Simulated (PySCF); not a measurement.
**ZrC: changing the method**

What do other methods print for ZrC?

Program: PySCF 2.14.0. Level of theory: each script names its method and basis. These are calculated values, not measurements.

5 further runs of the same task are left out: 5 that didn't finish.

## (1) The starting structure

ZrC: 2 atoms, charge 0, spin multiplicity 1.

Bond lengths: Zr1–C2 1.904 Å.

## (2) Base script

Contents of input.py:

```python
from pyscf import gto, scf, mp

mol = gto.M(
    atom='Zr 0 0 0; C 0 0 1.904',
    basis='sto-3g',
    charge=0,
    spin=0,
    symmetry=True,
    verbose=4,
)
mf = scf.RHF(mol)
mf.kernel()
mp.MP2(mf).kernel()
mf.dip_moment()
print('orbital energies (hartree):', mf.mo_energy[..., max(0, mol.nelec[1]-3):mol.nelec[0]+3].round(4))
```

Started as:

```sh
$ python input.py
```

## (3) SCF alone

Edit 1 changes step after the SCF: mp2 → none.

Changes to input.py since step 2:

```diff
@@ -1,2 +1,2 @@
-from pyscf import gto, scf, mp
+from pyscf import gto, scf
 
@@ -12,3 +12,2 @@
 mf.kernel()
-mp.MP2(mf).kernel()
 mf.dip_moment()
```

## (4) Tpssh (RKS)

Edit 2 changes functional: none (Hartree–Fock) → tpssh; SCF type: RHF → RKS; step after the SCF: mp2 → analyze.

Contents of input.py:

```python
from pyscf import gto, dft

mol = gto.M(
    atom='Zr 0 0 0; C 0 0 1.904',
    basis='sto-3g',
    charge=0,
    spin=0,
    symmetry=True,
    verbose=4,
)
mf = dft.RKS(mol, xc='tpssh')
mf.kernel()
mf.analyze()
print('orbital energies (hartree):', mf.mo_energy[..., max(0, mol.nelec[1]-3):mol.nelec[0]+3].round(4))
```

## (5) Wb97 (RKS)

Edit 3 changes functional: none (Hartree–Fock) → wb97; SCF type: RHF → RKS; step after the SCF: mp2 → analyze.

Contents of input.py:

```python
from pyscf import gto, dft

mol = gto.M(
    atom='Zr 0 0 0; C 0 0 1.904',
    basis='sto-3g',
    charge=0,
    spin=0,
    symmetry=True,
    verbose=4,
)
mf = dft.RKS(mol, xc='wb97')
mf.kernel()
mf.analyze()
print('orbital energies (hartree):', mf.mo_energy[..., max(0, mol.nelec[1]-3):mol.nelec[0]+3].round(4))
```

## (6) Gradient

Edit 4 changes step after the SCF: mp2 → gradient.

Changes to input.py since step 2:

```diff
@@ -1,2 +1,2 @@
-from pyscf import gto, scf, mp
+from pyscf import gto, scf
 
@@ -12,3 +12,3 @@
 mf.kernel()
-mp.MP2(mf).kernel()
+mf.nuc_grad_method().kernel()
 mf.dip_moment()
```

Q: Predict the outcome of this session. Wanted: for each run, E(SCF); from base; gap; SCF dipole; after the SCF.

**Answer**, as computed:

| run | E(SCF) (hartree) | from base (eV) | cycles | gap (eV) | SCF dipole (D) | after the SCF |
| --- | --- | --- | --- | --- | --- | --- |
| base | -3540.008491 | 0 | 15 | 6.77 | 4.25 | MP2 correlation -6.547 eV |
| SCF alone | -3540.008491 | 0.0000 | 15 | 6.77 | 4.25 | n/a |
| tpssh (RKS) | -3541.850362 | not comparable | 13 | 0.83 | 4.28 | n/a |
| wb97 (RKS) | -3542.043034 | not comparable | 12 | 6.06 | 4.83 | n/a |
| gradient | -3540.008491 | 0.0000 | 15 | 6.77 | 4.25 | n/a |

What this shows: A lower total energy from another functional means nothing by itself. The dearest run is “wb97 (RKS)”, at 4.8 s against 1.4 s.
